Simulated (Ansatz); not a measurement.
Task: an SCF with some post-processing of TlBi2, space group P6/mmm, with Ansatz 0.2.0 through its Python package. Give the script and its output. Use: PBEsol, PAW, the default cutoff (420 eV here), 5×5×7 k-points, Fermi-Dirac smearing of 0.15 eV.

Input file `tlbi2.cif`:
```cif
data_TlBi2
_cell_length_a 5.708665
_cell_length_b 5.708665
_cell_length_c 3.393756
_cell_angle_alpha 90.00000
_cell_angle_beta 90.00000
_cell_angle_gamma 120.00000
_symmetry_space_group_name_H-M 'P 1'
_symmetry_Int_Tables_number 1
loop_
_symmetry_equiv_pos_as_xyz
'x, y, z'
loop_
_atom_site_label
_atom_site_type_symbol
_atom_site_fract_x
_atom_site_fract_y
_atom_site_fract_z
Tl1 Tl    0.000000    0.000000    0.000000
Bi2 Bi    0.666667    0.333333    0.500000
Bi3 Bi    0.333333    0.666667    0.500000
```

`run_report.py`
```python
"""Electronic structure of TlBi2, looked at from several sides."""

from collections import Counter
from pathlib import Path

import ansatz as az
from ase.data import atomic_numbers
from ase.io import read
import numpy as np
from pymatgen.core import Structure
import spglib

atoms = read("tlbi2.cif")
xtal = az.Crystal.from_ase(atoms)

job = (
    xtal.calculation()
    .functional("PBEsol")
    .kpoints(5, 5, 7)
    .occupations("fermi_dirac", width=0.15)
    .stress()
    .density_of_states(energy_step=0.05)
    .density()
    .potential()
    .electron_localization_function()
    .output_files(volumetric_format="npy")
)
history = []
out = job.session().plan().execute(on_event=lambda event: history.append(event["data"]["dr2_ev"]) if event["event"] == "scf_iter" else None)
report = out.report
print("density residual by iteration (eV):", " ".join(f"{value:.1e}" for value in history[:40]))

print("%-22s %14.5f eV" % ("F = E - TS", report["free_energy_ev"]))
print("%-22s %14.5f eV" % ("E", report["internal_energy_ev"]))
print("%-22s %14.5f eV" % ("Harris-Foulkes", report["harris_foulkes_ev"]))
print("%-22s %14.5f eV" % ("Fermi level", report["fermi_energy_ev"]))

# principal values and the von Mises stress of the deviator
principal = np.linalg.eigvalsh(np.array(report["stress_gpa"]))
mises = np.sqrt(0.5 * sum((principal[i] - principal[i - 1]) ** 2 for i in range(3)))
print("principal stresses (GPa, compression positive):", np.round(principal, 3))
print(f"mean {principal.mean():.3f} GPa, von Mises {mises:.3f} GPa, PV = {principal.mean() * report['setup']['cell_volume_ang3'] / 160.21766:.4f} eV")

spg_cell = (out.lattice.cell_ang, [s.position_frac for s in out.lattice.sites], [atomic_numbers[s.symbol] for s in out.lattice.sites])
# space group as spglib finds it
found = spglib.get_symmetry_dataset(spg_cell, symprec=1e-3)
print(found.international, found.number, "point group", found.pointgroup)
for site, letter, group in zip(out.lattice.sites, found.wyckoffs, found.site_symmetry_symbols):
    print(f"  {site.symbol:2s} Wyckoff {letter}  site symmetry {group}")

dos = out.density_of_states()
energy = np.asarray(dos.energies_ev) - dos.fermi_ev
states, count = np.asarray(dos.spin_summed_g_bin_mean_per_ev), np.asarray(dos.spin_summed_integrated)
g_fermi = float(np.interp(0.0, energy, states))
print(f"g(E_F) = {g_fermi:.3f} states/eV per cell")
# Sommerfeld coefficient of bare band electrons: pi^2 k_B^2 g / 3
gamma = np.pi ** 2 / 3 * 8.617333e-5 ** 2 * g_fermi * 96485.33e3 / len(out.lattice.sites)
print(f"bare Sommerfeld coefficient {gamma:.2f} mJ/(mol of atoms K^2)")
for low, high in ((-10, -6), (-6, -3), (-3, 0), (0, 3)):
    print(f"states between {low} and {high} eV: {np.interp(high, energy, count) - np.interp(low, energy, count):.3f}")

folder = Path(out.write_results("fields"))
print("densities in e/A^3, potentials in eV, ELF without unit")
for name in sorted(p.name for p in folder.glob("*.npy")):
    field = np.load(folder / name)
    print(f"{name:16s} {str(field.shape):16s} min {field.min():10.4f}  mean {field.mean():10.4f}  max {field.max():10.4f}")

final = Structure(out.lattice.cell_ang, [s.symbol for s in out.lattice.sites], [s.position_frac for s in out.lattice.sites])
# first shell of each atom, within 15 % of its shortest distance
for index, site in enumerate(final):
    near = final.get_neighbors(site, 4.5)
    edge = 1.15 * min(n.nn_distance for n in near)
    shell = Counter((round(n.nn_distance, 2), n.specie.symbol) for n in near if n.nn_distance < edge)
    print(f"{index:2d} {site.specie.symbol:2s}", ", ".join(f"{count} {symbol} at {d:.2f}" for (d, symbol), count in sorted(shell.items())))
```

```console
$ python run_report.py
DeckWarning: the atoms were moved onto the symmetric positions of the space group found under crystal.symmetry.tolerance 1.0e-5 (fractional; no operation is sought that the atoms, as they stand in a [...]
DeckWarning: basis.ecutwfc = 420 eV, auto-derived from the records' recommended cutoffs: set by Tl (normal level)
density residual by iteration (eV): 3.8e-03 1.3e-03 1.0e-04 3.4e-05 1.6e-06 4.5e-08
F = E - TS               -35779.84279 eV
E                        -35779.74379 eV
Harris-Foulkes           -35779.84279 eV
Fermi level                  10.28530 eV
principal stresses (GPa, compression positive): [-3.124 -1.172 -1.172]
mean -1.823 GPa, von Mises 1.951 GPa, PV = -1.0897 eV
P6/mmm 191 point group 6/mmm
  Tl Wyckoff a  site symmetry 6/mmm
  Bi Wyckoff d  site symmetry -6m2
  Bi Wyckoff d  site symmetry -6m2
g(E_F) = 1.657 states/eV per cell
bare Sommerfeld coefficient 1.30 mJ/(mol of atoms K^2)
states between -10 and -6 eV: 2.195
states between -6 and -3 eV: 2.338
states between -3 and 0 eV: 5.428
states between 0 and 3 eV: 5.591
densities in e/A^3, potentials in eV, ELF without unit
elf.npy          (40, 40, 24)     min     0.0056  mean     0.2739  max     0.4893
rho.npy          (40, 40, 24)     min     0.0468  mean     0.4489  max     9.0862
v_es.npy         (40, 40, 24)     min   -94.3479  mean     4.5212  max    13.7821
v_tot.npy        (40, 40, 24)     min  -119.5626  mean    -5.4741  max     7.2676
 0 Tl 2 Tl at 3.39, 12 Bi at 3.71
 1 Bi 3 Bi at 3.30, 2 Bi at 3.39, 6 Tl at 3.71
 2 Bi 3 Bi at 3.30, 2 Bi at 3.39, 6 Tl at 3.71
```
(Warnings from the package without file and line, shortened.)

Caveats:
- Total energies depend on the potentials; only differences at equal settings carry meaning. A total without «per atom» is that of the cell as typed.
- The mesh is modest for a metal, so energies can be off by several to tens of meV an atom and pressures by half a GPa or more; differences at equal mesh fare better.
- The zero of the levels is a convention of the potentials, so an absolute Fermi energy is no work function.
- The smearing is wide enough that free energy and stress hold a thermal part of the electrons.
- Spin-orbit coupling, which matters for elements this heavy, is left out.
- The fields are valence quantities on the plane-wave grid; their values near the nuclei depend on the potentials.
- This cell is a computed structure, which may not be the phase found in nature.
- The computed bands are complete only to about 2.9 eV above the Fermi level; beyond that the density of states is undercounted.
- Finished in 3.7 s on 1 thread of Intel(R) Xeon(R) 6975P-C (Granite Rapids), on a shared host, peak memory 0.51 GiB.

(A comment or docstring line of the script was reworded after the run, the code is as it ran; lines on the test bed's own set-up are left out of the output.)
